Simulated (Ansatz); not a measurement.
# CH₆N₂Si, SMILES C=N[SiH2]N: a geometry optimisation

Program: Ansatz's Python interface.

Notebook, run cell by cell (the value of a cell's last expression is shown):

**Cell 1**
```python
import ansatz as az
from ase import Atoms
import numpy as np
import pandas as pd
```

**Cell 2**
```python
params = {
    "basis_set": "cc-pVDZ",
    "xc": "B3LYP",
}
```

**Cell 3**
```python
atoms = Atoms(["C", "N", "Si", "N", "H", "H", "H", "H", "H", "H"], positions=[
    (-1.5962, 0.7145, -0.407),
    (-0.3678, 0.6418, -0.4796),
    (0.2957, -0.6311, 0.441),
    (2.0236, -0.3659, 0.0564),
    (-2.135, 1.5524, -1.0143),
    (-2.319, 0.1289, 0.1732),
    (0.1332, -0.3876, 1.8953),
    (-0.085, -1.9215, -0.0639),
    (1.994, -0.3794, -0.9136),
    (2.1395, 0.5967, 0.3155),
])
system = az.Crystal.molecule_from_ase(atoms)

setup = (
    system.calculation()
    .basis(gaussian=params["basis_set"])
    .functional(params["xc"])
)
symbols = [site.symbol for site in system.cartesian_sites]
start = np.array([site.position_ang for site in system.cartesian_sites], dtype=float)
r = setup.relax(force_tolerance=0.005).run(threads=1).report
end = np.array(r["positions_ang"])
```

**Cell 4**
```python
print("reference energy %16.6f eV" % r["reference_energy_ev"])
print("total energy     %16.6f eV" % r["free_energy_ev"])
print("occupied orbitals outside the frozen core (up, down):", r["n_occupied"], " frozen:", r["n_frozen"], " virtual:", r["n_virtual"])
```
Output:
```text
reference energy    -11993.223561 eV
total energy        -11993.223561 eV
occupied orbitals outside the frozen core (up, down): [20, 20]  frozen: 0  virtual: [70, 70]
```

**Cell 5**
```python
print("final positions (A) and the move of each atom")
for symbol, xyz, old in zip(symbols, end, start):
    print(f"{symbol:2s} {xyz[0]:10.5f} {xyz[1]:10.5f} {xyz[2]:10.5f}   {np.linalg.norm(xyz - old):7.4f}")
```
Output:
```text
final positions (A) and the move of each atom
C    -1.76511    0.85285   -0.38336    0.2196
N    -0.76719    0.20153   -0.81828    0.6841
Si    0.31681   -0.73537    0.24836    0.2201
N     1.99218   -0.25977    0.14057    0.1390
H    -2.40893    1.42211   -1.08127    0.3106
H    -2.07092    0.90986    0.68601    0.9667
H    -0.09528   -0.58666    1.68563    0.3685
H     0.21730   -2.14957   -0.21525    0.4078
H     2.43437   -0.36507   -0.77174    0.4629
H     2.22978    0.65890    0.51232    0.2253
```

**Cell 6**
```python
charges = r["charge_distribution"]
table = pd.DataFrame({"atom": symbols, "mulliken": charges["mulliken_charges_e"], "lowdin": charges["lowdin_charges_e"]})
print(table.round(3).to_string())
print("dipole (e A):", np.round(charges["dipole_moment_e_ang"], 4) + 0.0)
```
Output:
```text
  atom  mulliken  lowdin
0    C     0.083  -0.059
1    N    -0.282   0.079
2   Si     0.454   0.062
3    N    -0.269   0.107
4    H     0.023  -0.013
5    H     0.008  -0.017
6    H    -0.119  -0.079
7    H    -0.092  -0.072
8    H     0.099  -0.004
9    H     0.095  -0.006
dipole (e A): [0.0023 0.2787 0.0545]
```

Caveats:
- Total energies depend on the basis set; only differences at equal settings carry meaning.
- The end point is the stationary point reached from this start; no frequency run checks that it is a minimum, and the basis set is modest.
- The Löwdin charges here are taken after orthogonalising the functions within each atom; they differ from plain Löwdin charges, and their signs can be unphysical.
- b3lyp holds the VWN-RPA fit, as in Gaussian; the form of ORCA and Turbomole is b3lyp5.
- Timing: 75 s on 1 thread of Arm Neoverse V1, on a shared host, peak memory 0.29 GiB.

(Lines on the test bed's own set-up are left out of the output.)
